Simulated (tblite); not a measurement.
# C4H11GeNO: the cost of one run

Computed with tblite 0.8.0 and PySCF 2.14.0, with density-fitted response routines of our own, on a single molecule in the gas phase. Atoms are numbered from 0 throughout.

### Step 1. The starting structure

18 atoms, charge 0, multiplicity 1; geometry from: force field or distance geometry start.

Bonds of the start (Å): C0–C1 1.51, C1–O2 1.22, C1–Ge3 1.92, Ge3–N4 1.83, N4–C5 1.46, N4–C6 1.45, C0–H7 1.12, C0–H8 1.09, C0–H9 1.08, Ge3–H10 1.56, Ge3–H11 1.57, C5–H12 1.11, C5–H13 1.10, C5–H14 1.11, C6–H15 1.14, C6–H16 1.11, C6–H17 1.09.

### Step 2. Relaxing the molecule with GFN2-xTB

The job: settings as JSON, then the geometry in Å.

```
{"job": {"kind": "relax", "xc": "GFN2-xTB", "basis": "xTB"}, "charge": 0, "multiplicity": 1}
C      2.935500     0.586000    -0.144500
C      1.975400    -0.419100    -0.729000
O      2.286700    -1.069900    -1.707400
Ge     0.301400    -0.620200     0.193300
N     -1.124900    -0.020500    -0.788400
C     -2.181500    -1.028600    -0.696500
C     -1.589700     1.306100    -0.439800
H      3.190600     0.247700     0.888800
H      2.520200     1.596000    -0.108300
H      3.825200     0.604300    -0.761600
H      0.350500     0.011500     1.619300
H      0.086000    -2.156200     0.431600
H     -1.792100    -1.899100    -1.263300
H     -3.121800    -0.687500    -1.162400
H     -2.320500    -1.383800     0.342600
H     -2.474700     1.154600     0.262700
H     -2.016700     1.865000    -1.292700
H     -0.858300     1.920100     0.079300
```

Run with:

```
OMP_NUM_THREADS=1 python probes_run.py task.json out
```

One launch serves the whole session: the jobs run in the order shown.

Q: Estimate the wall time and peak memory of this first job on 1 thread of Arm Neoverse N1, shared host.

About 2.6 s, with a peak of 0.18 GiB.
